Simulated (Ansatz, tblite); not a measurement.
**InH2(NH2) (InNH4): removing and adding an electron**

What does removing or adding an electron cost or gain for InH2(NH2) (InNH4)? Each charged state is run at several levels.

The runs use Ansatz 0.2.0, Gaussian basis; as each input shows.

Levels to be run: charge +1 doublet, at the geometry of the singlet (PBE0-D4/def2-TZVP, PBE-D4/def2-TZVP, r2SCAN-D4/def2-TZVP, CCSD(T)/def2-TZVPP); charge -1 doublet, at the geometry of the singlet (PBE0-D4/def2-TZVPD, PBE-D4/def2-TZVPD, r2SCAN-D4/def2-TZVPD, CCSD(T)/def2-TZVPD); the starting singlet's energies come from earlier runs.

5 further runs of the same task are left out: 5 set aside as unsound or not needed.

## Step 1: The geometry

The geometry is that of the singlet, from an earlier relaxation (B3LYP-D4/def2-TZVP).

6 atoms, charge 0, spin multiplicity 1.

Atoms are counted from 1 here; the program's logs count them from 0.

Bond lengths: In1–H2 1.716 Å, In1–H3 1.716 Å, In1–N4 2.022 Å, N4–H5 1.008 Å, N4–H6 1.008 Å. Angles: H2–In1–H3 130.8°, H2–In1–N4 114.6°, H3–In1–N4 114.6°, In1–N4–H5 124.3°, In1–N4–H6 124.3°, H5–N4–H6 111.4°.

In takes a core potential in the def2 sets. No spin-orbit coupling is included.

## Step 2: Charge +1 doublet at the fixed geometry, PBE0-D4/def2-TZVP

Contents of in.yaml:

```yaml
crystal:
  periodic: [false, false, false]
  atoms:
    - {symbol: In, position_ang: [0.495532, 0.825077, -0.004468]}
    - {symbol: H, position_ang: [2.161875, 0.659454, 0.372604]}
    - {symbol: H, position_ang: [-0.435061, 2.215467, -0.387973]}
    - {symbol: N, position_ang: [-0.545941, -0.908589, 0.005337]}
    - {symbol: H, position_ang: [-1.530630, -0.981076, -0.195246]}
    - {symbol: H, position_ang: [-0.145775, -1.810333, 0.209747]}
basis:
  gaussian: {orbitals: def2-TZVP}
total_charge: 1
magnetization: {spin_polarized: true, initial_magnetization: 1}
hamiltonian: {xc: pbe0, dispersion: d4}
output: {orbitals: {seedname: orbitals}}
```

Command:

```sh
ansatz run in.yaml --threads 4 --pin off --events-out ev --progress --plain --max-ram 3916MiB
```

The program printed:

```text
Functional definition: PBE0
  name "PBE0"
  cite "Adamo & Barone, J. Chem. Phys. 110, 6158 (1999) doi:10.1063/1.478522"
  cite "Perdew, Burke & Ernzerhof, Phys. Rev. Lett. 77, 3865 (1996) doi:10.1103/PhysRevLett.77.3865"
  parent pbe
  parameter a = 0.25
  parameter kappa = 0.804
  parameter beta = 0.06672455060314922
  exchange = (1 - a)*pbe_x(kappa = kappa, mu = beta*pi^2/3) + a*exact_x
  correlation = pbe_c(beta = beta)
812 factors; their error is unknown
mean field evaluation 1: about -6696.1034 eV, gradient 7.3e1 eV
mean field evaluation 2: about -6576.7019 eV, gradient 1.2e2 eV
mean field evaluation 4: about -6716.6939 eV, gradient 1.7e1 eV
mean field evaluation 8: about -6718.3410 eV, gradient 2.2e-1 eV
mean field evaluation 16: about -6718.3835 eV, gradient 3.6e-4 eV
mean field -6718.38354860 eV, -246.8960415272 hartree, gradient 1.2e-5 eV, S^2 0.754121; 2 other end points of the search recorded, 0 dependent functions left out
reference -6718.38357699 eV, -246.8960425703 hartree; 16, 15 occupied and 89, 90 virtual orbitals, 812 factors
Total energy: -6718.43037087 eV, -246.8977622137 hartree
```

It took 1.5 s on 4 threads of Arm Neoverse V1, shared host.

From the report: HOMO -13.52 eV, LUMO -11.23 eV (over both spins); ⟨S²⟩ 0.754 (pure: 0.75).

## Step 3: Charge +1 doublet at the fixed geometry, PBE-D4/def2-TZVP

start.molden holds the orbitals of an earlier run on this state, given as this run's starting guess.

in.yaml, as its differences from that of step 2:

```diff
@@ -10,6 +10,7 @@
 basis:
-  gaussian: {orbitals: def2-TZVP}
+  gaussian: {orbitals: def2-TZVP, initial_orbitals: start.molden}
 total_charge: 1
 magnetization: {spin_polarized: true, initial_magnetization: 1}
-hamiltonian: {xc: pbe0, dispersion: d4}
+hamiltonian: {xc: pbe, dispersion: d4}
+scf: {omitted_lower_state_checks: [starts]}
 output: {orbitals: {seedname: orbitals}}
```

Same command.

The program printed:

```text
Functional definition: PBE
  name "PBE"
  cite "Perdew, Burke & Ernzerhof, Phys. Rev. Lett. 77, 3865 (1996) doi:10.1103/PhysRevLett.77.3865"
  parent pbe
  parameter kappa = 0.804
  parameter beta = 0.06672455060314922
  exchange = pbe_x(kappa = kappa, mu = beta*pi^2/3)
  correlation = pbe_c(beta = beta)
these checks for a lower state are left out or cut short: starts
719 factors; their error is unknown
mean field evaluation 1: about -6718.0393 eV, gradient 4.3e0 eV
mean field evaluation 2: about -6718.1024 eV, gradient 7.2e-2 eV
mean field evaluation 4: about -6717.9311 eV, gradient 5.9e0 eV
mean field evaluation 8: about -6718.1301 eV, gradient 2.3e-2 eV
mean field -6718.13009147 eV, -246.8867271494 hartree, gradient 1.3e-5 eV, S^2 0.754514; 0 other end points of the search recorded, 0 dependent functions left out
reference -6718.13013100 eV, -246.8867286023 hartree; 16, 15 occupied and 89, 90 virtual orbitals, 719 factors
Total energy: -6718.18610208 eV, -246.8887855014 hartree
Checks for a lower state left out: starts
```

Wall time 1.2 s (4 threads of Arm Neoverse V1, shared host).

From the report: HOMO -12.64 eV, LUMO -12.61 eV (over both spins); ⟨S²⟩ 0.755 (pure: 0.75).

## Step 4: Charge +1 doublet at the fixed geometry, r2SCAN-D4/def2-TZVP

in.yaml, as its differences from that of step 3:

```diff
@@ -13,3 +13,3 @@
 magnetization: {spin_polarized: true, initial_magnetization: 1}
-hamiltonian: {xc: pbe, dispersion: d4}
+hamiltonian: {xc: r2scan, dispersion: d4}
 scf: {omitted_lower_state_checks: [starts]}
```

Same command.

The program printed:

```text
Functional definition: r2SCAN
  name "r2SCAN"
  cite "Furness, Kaplan, Ning, Perdew & Sun, J. Phys. Chem. Lett. 11, 8208 (2020) doi:10.1021/acs.jpclett.0c02405"
  cite "Furness, Kaplan, Ning, Perdew & Sun, J. Phys. Chem. Lett. 11, 9248 (2020) doi:10.1021/acs.jpclett.0c03077"
  parent r2scan
  parameter k0 = 0.174
  parameter k1 = 0.065
  parameter a1 = 4.9479
  exchange = r2scan_x(k0 = k0, k1 = k1, a1 = a1)
  correlation = r2scan_c
these checks for a lower state are left out or cut short: starts
719 factors; their error is unknown
mean field evaluation 1: about -6721.2703 eV, gradient 3.0e0 eV
mean field evaluation 2: about -6721.2938 eV, gradient 2.6e-2 eV
mean field evaluation 4: about -6721.2815 eV, gradient 1.5e-4 eV
mean field -6721.28147133 eV, -247.0025382231 hartree, gradient 1.7e-5 eV, S^2 0.755653; 0 other end points of the search recorded, 0 dependent functions left out
reference -6721.28148386 eV, -247.0025386837 hartree; 16, 15 occupied and 89, 90 virtual orbitals, 719 factors
Total energy: -6721.29365235 eV, -247.0029858676 hartree
Checks for a lower state left out: starts
```

Run time: 2.1 s. Hardware: 4 threads of Arm Neoverse V1, shared host.

Report: HOMO -12.64 eV, LUMO -12.08 eV (over both spins); ⟨S²⟩ 0.756 (pure: 0.75).

## Step 5: Charge +1 doublet at the fixed geometry, CCSD(T)/def2-TZVPP

in.yaml, as its differences from that of step 4:

```diff
@@ -10,7 +10,7 @@
 basis:
-  gaussian: {orbitals: def2-TZVP, initial_orbitals: start.molden}
+  gaussian: {orbitals: def2-TZVPP, initial_orbitals: start.molden}
 total_charge: 1
 magnetization: {spin_polarized: true, initial_magnetization: 1}
-hamiltonian: {xc: r2scan, dispersion: d4}
-scf: {omitted_lower_state_checks: [starts]}
+correlation: {method: ccsd_t}
+scf: {omitted_lower_state_checks: [starts, cluster_reference]}
 output: {orbitals: {seedname: orbitals}}
```

Same command.

The program printed, shortened:

```text
Functional definition: HF
  name "HF"
  cite "Fock, Z. Phys. 61, 126 (1930) doi:10.1007/BF01340294"
  parent pbe
[...]
986 factors; integrals over basis functions are off by at most 7.9e-4 eV
[...]
mean field -6686.32429053 eV, -245.7178855235 hartree, gradient 4.4e-6 eV, S^2 0.759807; 0 other end points of the search recorded, 0 dependent functions left out
5 core orbitals not correlated: weight in the atoms' cores, before any rotation towards them, 1.000 or more for the frozen orbitals, at most 0.000 for the correlated occupied ones
reference -6686.32429053 eV, -245.7178855235 hartree; 11, 10 occupied and 121, 122 virtual orbitals, 986 factors
second order -12.41062315 eV of doubles, -0.00000000 eV of singles
cycle   1  -12.65110508 eV  change   -2.4e-1 eV  update   7.9e-2
[...]
cycle   9  -13.04175371 eV  change   -1.7e-5 eV  update   2.5e-5
perturbative correction -0.33760036 eV, -0.0124065843 hartree
Total energy: -6699.70364460 eV, -246.2095677167 hartree
Checks for a lower state left out: starts, cluster_reference
```

It took 30 s on 4 threads of Arm Neoverse V1, shared host; peak memory 1.9 GiB.

From the report: Hartree-Fock HOMO -16.28 eV, LUMO -5.97 eV (over both spins); ⟨S²⟩ 0.760 (pure: 0.75); T1 0.013.

## Step 6: Vertical ionisation energy

Charged state less starting state, singlet to doublet; the starting state's energies are those of its earlier runs.

Differences are taken before rounding.

```tsv
method	vertical ionisation energy (eV)	from CCSD(T)/def2-TZVPP (eV)	time
HF/def2-TZVPP	7.50	-1.58	
PBE-D4/def2-TZVP	9.21	+0.12	1.9 s
r2SCAN-D4/def2-TZVP	9.03	-0.05	3.5 s
PBE0-D4/def2-TZVP	9.05	-0.03	2.3 s
MP2/def2-TZVPP	9.24	+0.16	
CCSD/def2-TZVPP	8.96	-0.13	
CCSD(T)/def2-TZVPP	9.08	0	39 s
```

Times add the two runs; a level without a time comes out of a correlated run.

Beside −ε(HOMO) of the starting state:

```tsv
level	−ε(HOMO) (eV)	by difference (eV)	mismatch (eV)
PBE-D4/def2-TZVP	5.62	9.21	-3.59
r2SCAN-D4/def2-TZVP	5.83	9.03	-3.19
PBE0-D4/def2-TZVP	6.88	9.05	-2.17
```

## Step 7: Charge -1 doublet at the fixed geometry, PBE0-D4/def2-TZVPD

in.yaml, as its differences from that of step 5:

```diff
@@ -10,7 +10,6 @@
 basis:
-  gaussian: {orbitals: def2-TZVPP, initial_orbitals: start.molden}
-total_charge: 1
+  gaussian: {orbitals: def2-TZVPD}
+total_charge: -1
 magnetization: {spin_polarized: true, initial_magnetization: 1}
-correlation: {method: ccsd_t}
-scf: {omitted_lower_state_checks: [starts, cluster_reference]}
+hamiltonian: {xc: pbe0, dispersion: d4}
 output: {orbitals: {seedname: orbitals}}
```

Launched as before.

The program printed:

```text
Functional definition: PBE0
  name "PBE0"
  cite "Adamo & Barone, J. Chem. Phys. 110, 6158 (1999) doi:10.1063/1.478522"
  cite "Perdew, Burke & Ernzerhof, Phys. Rev. Lett. 77, 3865 (1996) doi:10.1103/PhysRevLett.77.3865"
  parent pbe
  parameter a = 0.25
  parameter kappa = 0.804
  parameter beta = 0.06672455060314922
  exchange = (1 - a)*pbe_x(kappa = kappa, mu = beta*pi^2/3) + a*exact_x
  correlation = pbe_c(beta = beta)
896 factors; their error is unknown
mean field evaluation 1: about -6725.7779 eV, gradient 1.9e1 eV
mean field evaluation 2: about -6725.0492 eV, gradient 2.3e1 eV
mean field evaluation 4: about -6727.1360 eV, gradient 7.4e-1 eV
mean field evaluation 8: about -6727.1808 eV, gradient 2.1e-1 eV
mean field evaluation 16: about -6727.1810 eV, gradient 1.4e-5 eV
mean field evaluation 32: about -6726.7163 eV, gradient 6.0e-2 eV
mean field -6727.18097629 eV, -247.2193410315 hartree, gradient 1.1e-5 eV, S^2 0.753254; 5 other end points of the search recorded, 0 dependent functions left out
reference -6727.18101346 eV, -247.2193423975 hartree; 17, 16 occupied and 112, 113 virtual orbitals, 896 factors
Total energy: -6727.26879446 eV, -247.2225682898 hartree
```

Run time: 3 s. Hardware: 4 threads of Arm Neoverse V1, shared host.

Report: HOMO 1.73 eV, LUMO 3.10 eV (over both spins); ⟨S²⟩ 0.753 (pure: 0.75). Doubts: highest occupied level lies above zero.

## Step 8: Charge -1 doublet at the fixed geometry, PBE-D4/def2-TZVPD

in.yaml, as its differences from that of step 7:

```diff
@@ -10,6 +10,7 @@
 basis:
-  gaussian: {orbitals: def2-TZVPD}
+  gaussian: {orbitals: def2-TZVPD, initial_orbitals: start.molden}
 total_charge: -1
 magnetization: {spin_polarized: true, initial_magnetization: 1}
-hamiltonian: {xc: pbe0, dispersion: d4}
+hamiltonian: {xc: pbe, dispersion: d4}
+scf: {omitted_lower_state_checks: [starts]}
 output: {orbitals: {seedname: orbitals}}
```

Launched as before.

The program printed:

```text
Functional definition: PBE
  name "PBE"
  cite "Perdew, Burke & Ernzerhof, Phys. Rev. Lett. 77, 3865 (1996) doi:10.1103/PhysRevLett.77.3865"
  parent pbe
  parameter kappa = 0.804
  parameter beta = 0.06672455060314922
  exchange = pbe_x(kappa = kappa, mu = beta*pi^2/3)
  correlation = pbe_c(beta = beta)
these checks for a lower state are left out or cut short: starts
814 factors; their error is unknown
mean field evaluation 1: about -6727.0370 eV, gradient 4.4e0 eV
mean field evaluation 2: about -6727.1072 eV, gradient 7.8e-2 eV
mean field evaluation 4: about -6727.0992 eV, gradient 4.3e-4 eV
mean field evaluation 8: about -6727.0992 eV, gradient 1.2e-5 eV
mean field -6727.09915448 eV, -247.2163341356 hartree, gradient 1.4e-5 eV, S^2 0.751789; 0 other end points of the search recorded, 0 dependent functions left out
reference -6727.09920279 eV, -247.2163359111 hartree; 17, 16 occupied and 112, 113 virtual orbitals, 814 factors
Total energy: -6727.20363751 eV, -247.2201738160 hartree
Checks for a lower state left out: starts
```

It took 2 s on 4 threads of Arm Neoverse V1, shared host.

Report: HOMO 2.27 eV, LUMO 2.67 eV (over both spins); ⟨S²⟩ 0.752 (pure: 0.75). Doubts: highest occupied level lies above zero.

## Step 9: Charge -1 doublet at the fixed geometry, r2SCAN-D4/def2-TZVPD

in.yaml, as its differences from that of step 8:

```diff
@@ -13,3 +13,3 @@
 magnetization: {spin_polarized: true, initial_magnetization: 1}
-hamiltonian: {xc: pbe, dispersion: d4}
+hamiltonian: {xc: r2scan, dispersion: d4}
 scf: {omitted_lower_state_checks: [starts]}
```

Launched as before.

The program printed:

```text
Functional definition: r2SCAN
  name "r2SCAN"
  cite "Furness, Kaplan, Ning, Perdew & Sun, J. Phys. Chem. Lett. 11, 8208 (2020) doi:10.1021/acs.jpclett.0c02405"
  cite "Furness, Kaplan, Ning, Perdew & Sun, J. Phys. Chem. Lett. 11, 9248 (2020) doi:10.1021/acs.jpclett.0c03077"
  parent r2scan
  parameter k0 = 0.174
  parameter k1 = 0.065
  parameter a1 = 4.9479
  exchange = r2scan_x(k0 = k0, k1 = k1, a1 = a1)
  correlation = r2scan_c
these checks for a lower state are left out or cut short: starts
814 factors; their error is unknown
mean field evaluation 1: about -6730.1012 eV, gradient 2.8e0 eV
mean field evaluation 2: about -6730.1272 eV, gradient 3.3e-2 eV
mean field evaluation 4: about -6730.1218 eV, gradient 2.5e-4 eV
mean field -6730.12182430 eV, -247.3274152027 hartree, gradient 8.9e-6 eV, S^2 0.755522; 0 other end points of the search recorded, 0 dependent functions left out
reference -6730.12185418 eV, -247.3274163009 hartree; 17, 16 occupied and 112, 113 virtual orbitals, 814 factors
Total energy: -6730.14614211 eV, -247.3283088656 hartree
Checks for a lower state left out: starts
```

Run time: 3.3 s. Hardware: 4 threads of Arm Neoverse V1, shared host.

Report: HOMO 2.15 eV, LUMO 3.06 eV (over both spins); ⟨S²⟩ 0.756 (pure: 0.75). Doubts: highest occupied level lies above zero.

## Step 10: Charge -1 doublet at the fixed geometry, CCSD(T)/def2-TZVPD

in.yaml, as its differences from that of step 9:

```diff
@@ -13,4 +13,4 @@
 magnetization: {spin_polarized: true, initial_magnetization: 1}
-hamiltonian: {xc: r2scan, dispersion: d4}
-scf: {omitted_lower_state_checks: [starts]}
+correlation: {method: ccsd_t}
+scf: {omitted_lower_state_checks: [starts, cluster_reference]}
 output: {orbitals: {seedname: orbitals}}
```

Same command.

The program printed, shortened:

```text
Functional definition: HF
  name "HF"
  cite "Fock, Z. Phys. 61, 126 (1930) doi:10.1007/BF01340294"
  parent pbe
[...]
1057 factors; integrals over basis functions are off by at most 1.3e-3 eV
[...]
mean field -6692.99497198 eV, -245.9630285454 hartree, gradient 3.6e-6 eV, S^2 0.763759; 0 other end points of the search recorded, 0 dependent functions left out
5 core orbitals not correlated: weight in the atoms' cores, before any rotation towards them, 1.000 or more for the frozen orbitals, at most 0.000 for the correlated occupied ones
reference -6692.99497198 eV, -245.9630285454 hartree; 12, 11 occupied and 112, 113 virtual orbitals, 1057 factors
second order -14.30604903 eV of doubles, -0.00000000 eV of singles
cycle   1  -14.21551705 eV  change    9.1e-2 eV  update   1.0e-1
[...]
cycle  10  -14.69118623 eV  change    1.2e-5 eV  update   2.1e-5
perturbative correction -0.49370521 eV, -0.0181433317 hartree
Total energy: -6708.17986342 eV, -246.5210630131 hartree
Checks for a lower state left out: starts, cluster_reference
```

Wall time 30 s (4 threads of Arm Neoverse V1, shared host); peak memory 1.7 GiB.

From the report: Hartree-Fock HOMO 0.55 eV, LUMO 4.18 eV (over both spins); ⟨S²⟩ 0.764 (pure: 0.75); T1 0.019. Doubts: highest occupied level lies above zero.

## Step 11: Vertical electron affinity

Starting state less charged state (positive: the electron is bound), singlet to doublet; the starting state's energies are those of its earlier runs.

Differences are taken before rounding.

```tsv
method	vertical electron affinity (eV)	from CCSD(T)/def2-TZVPD (eV)	time
HF/def2-TZVPD	-0.80	-0.44	
PBE-D4/def2-TZVPD	-0.23	+0.13	2.8 s
r2SCAN-D4/def2-TZVPD	-0.21	+0.16	4.8 s
PBE0-D4/def2-TZVPD	-0.25	+0.12	3.9 s
MP2/def2-TZVPD	-0.41	-0.05	
CCSD/def2-TZVPD	-0.40	-0.03	
CCSD(T)/def2-TZVPD	-0.37	0	37 s
```

Times add the two runs; a level without a time comes out of a correlated run.

Beside −ε(LUMO) of the starting state:

```tsv
level	−ε(LUMO) (eV)	by difference (eV)	mismatch (eV)
PBE-D4/def2-TZVPD	1.86	-0.23	+2.09
r2SCAN-D4/def2-TZVPD	1.54	-0.21	+1.75
PBE0-D4/def2-TZVPD	1.16	-0.25	+1.41
```

## Step 12: Outcome

| quantity | value |
| --- | --- |
| vertical ionisation energy, functionals in def2-TZVP | 9.03 (r2SCAN-D4) to 9.21 eV (PBE-D4) |
| vertical ionisation energy, CCSD(T)/def2-TZVPP | 9.08 eV |
| vertical electron affinity, functionals in def2-TZVPD | -0.25 (PBE0-D4) to -0.21 eV (r2SCAN-D4) |
| vertical electron affinity, CCSD(T)/def2-TZVPD | -0.37 eV |

What this shows: The vertical ionisation energy spans 9.03 to 9.21 eV over the functionals, beside 9.08 eV from CCSD(T)/def2-TZVPP. −ε(HOMO) misses the level's own difference by -2.17 eV at best (PBE0-D4) and -3.59 eV at worst (PBE-D4). The reference is CCSD(T) in one finite basis, so it carries an error of its own, often a tenth of an eV or more, and near misses can't be ranked. The vertical electron affinity spans -0.25 to -0.21 eV over the functionals, beside -0.37 eV from CCSD(T)/def2-TZVPD. A negative affinity means an unbound electron, held by the basis alone. −ε(LUMO) misses the level's own difference by +1.41 eV at best (PBE0-D4) and +2.09 eV at worst (PBE-D4).
